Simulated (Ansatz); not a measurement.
This script drives the Ansatz DFT code, driven from Python.

Script `orders_sini3.py`:
```python
# -*- coding: utf-8 -*-
import ansatz as az
import numpy as np
import pandas as pd


def count_gap(report):
    # lowest empty less highest filled band, counting bands; zero where they overlap
    return max(report.get('gap_by_band_count_ev') or 0.0, 0.0)

CELL = [
    (3.542, 0.0, 0.0),
    (0.0, 3.542, 0.0),
    (0.0, 0.0, 7.084),
]
ATOMS = [
    ('Si', (0.0, 0.0, 0.0)),
    ('Ni', (0.0, 0.5, 0.25)),
    ('Ni', (0.5, 0.0, 0.25)),
    ('Ni', (0.5, 0.5, 0.0)),
    ('Si', (0.0, 0.0, 0.5)),
    ('Ni', (0.0, 0.5, 0.75)),
    ('Ni', (0.5, 0.0, 0.75)),
    ('Ni', (0.5, 0.5, 0.5)),
]


def ordered(moments):
    crystal = az.Crystal(lattice=az.Lattice.of(CELL))
    for (symbol, position), moment in zip(ATOMS, moments):
        crystal = crystal.atom(symbol, position, moment=moment or None)
    return crystal

orders = {
    'FM': [0, 1.2, 1.2, 1.2, 0, 1.2, 1.2, 1.2],
    'AFM': [0, 1.2, 1.2, 1.2, 0, -1.2, -1.2, -1.2],
    'AFM-alternating': [0, 1.2, -1.2, 1.2, 0, -1.2, 1.2, -1.2],
    'ferri': [0, 1.2, 1.2, 1.2, 0, 1.2, 1.2, -1.2],
}

rows = []
for label, moments in orders.items():
    base = (
        ordered(moments).calculation()
        .occupations('cold', width=0.01)
        .kpoints(8, 8, 4, shift=0.5)
        .functional('pbe')
        .basis(260, density_ratio=8)
        .scf(tolerance=1e-07, max_iterations=100, algorithm='density_mixing')
        .spin('collinear')
        .band_table()
    )
    r = base.run(threads=1).report
    rows.append((label, r['free_energy_ev'], r['magnetization_mub'], r['absolute_magnetization_mub'], max(abs(m) for m in r['site_moments_mub']), count_gap(r)))
    print(label, 'site moments:', [round(m, 2) for m in r['site_moments_mub']])

plain = (
    ordered([0] * len(ATOMS)).calculation()
    .occupations('cold', width=0.01)
    .kpoints(8, 8, 4, shift=0.5)
    .functional('pbe')
    .basis(260, density_ratio=8)
    .scf(tolerance=1e-07, max_iterations=100, algorithm='density_mixing')
    .band_table()
)
r = plain.run(threads=1).report
rows.append(('NM', r['free_energy_ev'], 0.0, 0.0, 0.0, count_gap(r)))

lowest = min(row[1] for row in rows)
rows = [(row[0], 1000 * (row[1] - lowest) / 6, *row[2:]) for row in sorted(rows, key=lambda row: row[1])]
print(pd.DataFrame(rows, columns=['order', 'meV/magnetic atom', 'net muB', 'absolute muB', 'largest site muB', 'gap by band count eV']).round(4).to_string(index=False))
print('lowest of these starts:', rows[0][0])
```

It is started by `python orders_sini3.py`. Estimate its wall time and peak memory on 1 thread of Arm Neoverse V1, on a shared host.

It took about 67 s, with a peak of 0.56 GiB, for 5 runs of the engine.

Running `python orders_sini3.py` prints:
```text
DeckWarning: basis.ecutwfc = 260 eV is below the records' recommended 420 eV, and the density's cutoff is lower with it unless basis.ecutrho_ratio is high enough to keep the records' density cutoff: compare with a run at a higher cutoff
RunWarning: the starting moments were not kept: the SCF closed with an absolute magnetisation of 9.1e-2 μB, where they sum to 7.2 μB in size (6 sites). That is at most 0.1 of that sum. The system's moment may be that small; this SCF shows only that its start [...]
FM site moments: [-0.0, 0.01, 0.01, 0.01, -0.0, 0.01, 0.01, 0.01]
AFM site moments: [0.0, 0.04, 0.04, -0.0, -0.0, -0.04, -0.04, 0.0]
AFM-alternating site moments: [0.0, 0.0, -0.0, -0.0, -0.0, -0.0, 0.0, 0.0]
ferri site moments: [-0.0, 0.01, 0.01, 0.01, -0.0, 0.01, 0.01, 0.01]
          order  meV/magnetic atom  net muB  absolute muB  largest site muB  gap by band count eV
            AFM             0.0000   0.0000        0.1726            0.0383                   0.0
          ferri             0.0339   0.0644        0.0916            0.0126                   0.0
             FM             0.0339   0.0644        0.0916            0.0126                   0.0
AFM-alternating             0.1159   0.0000        0.0000            0.0000                   0.0
             NM             0.1159   0.0000        0.0000            0.0000                   0.0
lowest of these starts: AFM
```
(Warnings from the package without file and line, shortened, repeats left out.)

What to keep in mind:
- These settings explore the input space; cutoff and mesh may be short of convergence.
- The cutoff lies under the one recommended for these potentials.
- The SCF didn't keep the moments it started from (some shrank, vanished or turned); what is printed is the state reached.
- The mesh is modest for a metal, so energies can be off by several to tens of meV an atom and pressures by half a GPa or more; differences at equal mesh fare better.
- A gap by band count of zero or less means overlapping bands, a metal.
- Of the deposited cell: the entry's cell lengths or inner coordinates differ somewhat from later room-temperature determinations.
- The structure is a deposited one; some such entries were measured under pressure or heat, so a shift against it needn't be the functional's error alone.
- Levels are Kohn-Sham eigenvalues on this mesh.
- Each row is the state reached from that start at the given structure, not necessarily the lowest of its order; other orders weren't tried.
